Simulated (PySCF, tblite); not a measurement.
# C6H10FO radical: geometry, infrared bands and EPR parameters

What infrared bands and EPR parameters should C6H10FO radical (`CC[C@@H]1CO[C@H]1[CH]F`) show?

Computed with tblite 0.8.0 and PySCF 2.14.0, with density-fitted response routines of our own, on a single molecule in the gas phase. Atoms count from 0, in the outputs and in this text.

## Step 1: The starting structure

18 atoms, charge 0, multiplicity 2; geometry from: force field or distance geometry start.

Bonds of the start (Å): C0–C1 1.53, C1–C2 1.50, C2–C3 1.55, C3–O4 1.45, O4–C5 1.45, C5–C6 1.46, C6–F7 1.34, C5–C2 1.55, C0–H8 1.09, C0–H9 1.10, C0–H10 1.09, C1–H11 1.11, C1–H12 1.09, C2–H13 1.10, C3–H14 1.10, C3–H15 1.07, C5–H16 1.10, C6–H17 1.08.

## Step 2: Geometry optimisation with GFN2-xTB

What the job is given:

```
{"job": {"kind": "relax", "xc": "GFN2-xTB", "basis": "xTB"}, "charge": 0, "multiplicity": 2}
C      1.633200    -1.388200     0.053300
C      1.347300     0.084300     0.342500
C      0.076400     0.533000    -0.320500
C     -0.409200     1.953800     0.044100
O     -1.754000     1.462300     0.302500
C     -1.280200     0.088700     0.293100
C     -2.063500    -0.831900    -0.522200
F     -1.623300    -2.063500    -0.831700
H      2.574800    -1.700000     0.510500
H      0.825400    -2.024900     0.456700
H      1.685800    -1.563700    -1.026100
H      1.294200     0.223100     1.439000
H      2.187600     0.682400    -0.003000
H      0.122700     0.409000    -1.417100
H      0.017800     2.390400     0.962500
H     -0.381600     2.680400    -0.746100
H     -1.195700    -0.265700     1.333000
H     -3.066400    -0.663100    -0.882000
```

Launch:

```
OMP_NUM_THREADS=1 python probes_run.py task.json out
```

One launch serves the whole session: the jobs run in the order shown.

**Question.** This job is followed by: GFN2-xTB harmonic vibrations, gas phase; UKS B3LYP, pcH-1 on C F H O, non-relativistic, mean-field spin-orbit, GIAO. Predict these results of the whole session: strongest single infrared mode (GFN2-xTB); zero-point energy (GFN2-xTB); g(iso) (B3LYP); ⟨S²⟩; largest a(iso) (averaged by class); potential on the surface of density 0.002 e/bohr³, 1st and 99th percentile.

**Answer**, as computed:

```
                                                                  quantity                 value
                                 strongest single infrared mode (GFN2-xTB)   992 cm⁻¹, 62 km/mol
                                              zero-point energy (GFN2-xTB)         92.0 kcal/mol
                                                            g(iso) (B3LYP)               2.00348
                                                                      ⟨S²⟩    0.754 (exact 0.75)
                                        largest a(iso) (averaged by class)  19F on F7, 164.1 MHz
potential on the surface of density 0.002 e/bohr³, 1st and 99th percentile    -1.57 V and 0.95 V
```

**Reading.** Relaxing lowered the energy by 0.214 eV in 80 steps; the close pair that moved most is C3–O4, from 1.455 to 1.428 Å. No mode is imaginary among the 48: a minimum at this level. The strongest single mode, at 992 cm⁻¹, moves mainly C5 and O4. Unscaled tight-binding wavenumbers are off by several per cent, some by more. Its intensities can rank the bands wrongly. Most of the unpaired spin sits on C6 (0.92 e). The isotropic g lies 1.2 ppt above the free-electron value. These values are for one conformer; the search (at its own cheap level) found 2 more, at 0.19, 3.40 kcal/mol, and measured spectra average over such forms.
